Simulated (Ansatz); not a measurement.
**C₂H₆GeS: up Jacob's ladder to CCSD(T)**

An exercise on one series of results from a longer session: the logs are not shown, and one member is left open.

The runs use Ansatz 0.2.0, Gaussian basis; functionals in def2-TZVPP, the program's frozen cores in correlated methods.

Levels to be run: PBE-D4, r2SCAN-D4, PBE0-D4, B3LYP-D4, ωB97X-V, ωB97M-V, B2PLYP; CCSD(T)/def2-TZVPP; MP2/def2-QZVPP; extrapolation to the limit.

## Structure used throughout

An earlier PBE0-D4 in a triple-zeta def2 set relaxation fixed the geometry.

SMILES `C=[C](S)[GeH3]`, 10 atoms, charge 0, spin multiplicity 1.

Atoms are counted from 1 here; the program's logs count them from 0.

Bond lengths: C1–C2 1.332 Å, C1–H5 1.086 Å, C1–H6 1.084 Å, C2–S3 1.758 Å, C2–Ge4 1.947 Å, S3–H7 1.342 Å, Ge4–H8 1.537 Å, Ge4–H9 1.536 Å, Ge4–H10 1.539 Å. Angles: C2–C1–H5 122.4°, C2–C1–H6 120.8°, H5–C1–H6 116.8°, C1–C2–S3 120.2°, C1–C2–Ge4 121.4°, S3–C2–Ge4 118.2°, C2–S3–H7 97.7°, C2–Ge4–H8 109.8°, C2–Ge4–H9 108.8°, C2–Ge4–H10 108.7°, H8–Ge4–H9 110.6°, H8–Ge4–H10 108.5°, H9–Ge4–H10 110.4°.

The first run:

in.yaml

```yaml
crystal:
  periodic: [false, false, false]
  atoms:
    - {symbol: C, position_ang: [-0.812928, 1.193738, -0.859028]}
    - {symbol: C, position_ang: [0.065339, 0.243878, -0.541560]}
    - {symbol: S, position_ang: [1.283231, -0.258440, -1.704860]}
    - {symbol: Ge, position_ang: [-0.037323, -0.707937, 1.153838]}
    - {symbol: H, position_ang: [-0.778385, 1.724740, -1.806300]}
    - {symbol: H, position_ang: [-1.606696, 1.467833, -0.173502]}
    - {symbol: H, position_ang: [2.125342, -0.847708, -0.841310]}
    - {symbol: H, position_ang: [-0.419283, -2.175323, 0.904611]}
    - {symbol: H, position_ang: [-1.083211, -0.021964, 2.044979]}
    - {symbol: H, position_ang: [1.346913, -0.669917, 1.826133]}
basis:
  gaussian: {orbitals: def2-TZVPP}
hamiltonian: {xc: pbe, dispersion: d4}
output: {forces: true, orbitals: {seedname: orbitals}}
```

The run is started by

```console
$ ansatz run in.yaml --threads 4 --pin off --events-out ev --progress --plain --max-ram 10444MiB
```

Among the steps run: PBE-D4 (GGA); r2SCAN-D4 (meta-GGA); PBE0-D4 (hybrid); B3LYP-D4 (hybrid); ωB97X-V (range-separated); ωB97M-V (range-separated); B2PLYP (double hybrid); CCSD(T) in def2-TZVPP; MP2 in def2-QZVPP.

One table of the session follows, with a row left open; its other results are not shown here.

```
            method  atomisation energy (kcal/mol)
            PBE-D4                          816.5
         r2SCAN-D4                          807.1
           PBE0-D4                          804.8
          B3LYP-D4                          801.8
           ωB97X-V                          806.9
           ωB97M-V                          803.9
            B2PLYP                          793.1
     HF/def2-TZVPP                              ?
    MP2/def2-TZVPP                          792.4
   CCSD/def2-TZVPP                          774.1
CCSD(T)/def2-TZVPP                          787.2
           MP2/CBS                          810.7
       CCSD(T)/CBS                          805.6
```

**Question.** Estimate the row for HF/def2-TZVPP.

As computed: atomisation energy (kcal/mol): 580.8. In the column «atomisation energy (kcal/mol)» it is the lowest.

Caveats from the session: Free atoms (2 C, 1 S, 1 Ge, 6 H) were run apart at each level; the atomisation energy is their sum less the molecule, without zero-point or spin-orbit terms.
